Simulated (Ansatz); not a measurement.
Write a Python script for Ansatz 0.2.0, Python API that makes a rigid scan of one bond length of C2H5BrSn, SMILES C[CH2][Sn][Br]. Level of theory (for the species named): B3LYP, def2-SVP basis, multiplicity 1.

Input file `c2h5brsn.xyz`:
```text
9

C    -0.30060    0.88440    0.19990
C     0.36490   -0.32700    0.66120
Sn    1.21250   -1.35310   -1.02020
Br   -0.49170   -1.97050   -2.64450
H    -1.15610    0.65130   -0.54020
H    -0.79580    1.47160    1.05640
H     0.39540    1.61290   -0.31160
H     1.20860   -0.03200    1.37300
H    -0.34870   -0.98390    1.20870
```

`scan_c2h5brsn.py`
```python
"""Potential curve of C2H5BrSn along one bond."""

import warnings

import ansatz as az
import numpy as np

warnings.simplefilter("ignore", az.DeckWarning)

mol = az.Crystal.molecule_from_extxyz("c2h5brsn.xyz")

symbols = [site.symbol for site in mol.cartesian_sites]
start = np.array([site.position_ang for site in mol.cartesian_sites])
axis = (start[0] - start[1]) / np.linalg.norm(start[0] - start[1])
moving = [0, 4, 5, 6]
lengths, energies = [1.24, 1.34, 1.46, 1.6, 1.82, 2.19, 2.62, 3.21], []
for length in lengths:
    xyz = start.copy()
    xyz[moving] += (length - np.linalg.norm(start[0] - start[1])) * axis
    point = az.Crystal.molecule()
    for symbol, place in zip(symbols, xyz):
        point = point.atom(symbol, place.tolist())
    model = (
        point.calculation()
        .basis(gaussian="def2-SVP")  # the orbital basis, by name
        .functional("B3LYP")
        .spin("collinear")
    )
    data = model.run(threads=1).report
    energies.append(data["free_energy_ev"])
    print(f"r = {length:6.3f} A  E = {energies[-1]:.5f} eV  <S^2> = {abs(data['mean_field']['state']['spin_squared']):.3f}")

print("energy above the lowest point (eV):", [round(e - min(energies), 3) for e in energies])
```

```console
$ python scan_c2h5brsn.py
r =  1.240 A  E = -78024.85672 eV  <S^2> = 0.000
r =  1.340 A  E = -78026.16665 eV  <S^2> = 0.000
r =  1.460 A  E = -78026.81898 eV  <S^2> = 0.000
r =  1.600 A  E = -78026.86908 eV  <S^2> = 0.000
r =  1.820 A  E = -78026.25858 eV  <S^2> = 0.000
r =  2.190 A  E = -78024.80545 eV  <S^2> = 0.000
r =  2.620 A  E = -78023.42021 eV  <S^2> = 0.246
r =  3.210 A  E = -78022.79778 eV  <S^2> = 0.878
energy above the lowest point (eV): [2.012, 0.702, 0.05, 0.0, 0.611, 2.064, 3.449, 4.071]
```

Notes:
- Total energies depend on the basis set; only differences at equal settings carry meaning.
- The rest of the molecule is held rigid at a force-field or estimated start geometry, and the basis set is modest; single-reference methods fail as a bond breaks.
- def2 sets replace the cores of elements past krypton by effective core potentials.
- The expectation value of S² is noticeably off S(S+1) in at least one run, so that state is spin-contaminated.
- b3lyp holds the VWN-RPA fit, as in Gaussian; the form of ORCA and Turbomole is b3lyp5.
- Timing: 97 s on 1 thread of Arm Neoverse V1 (shared host), peak memory 0.51 GiB.
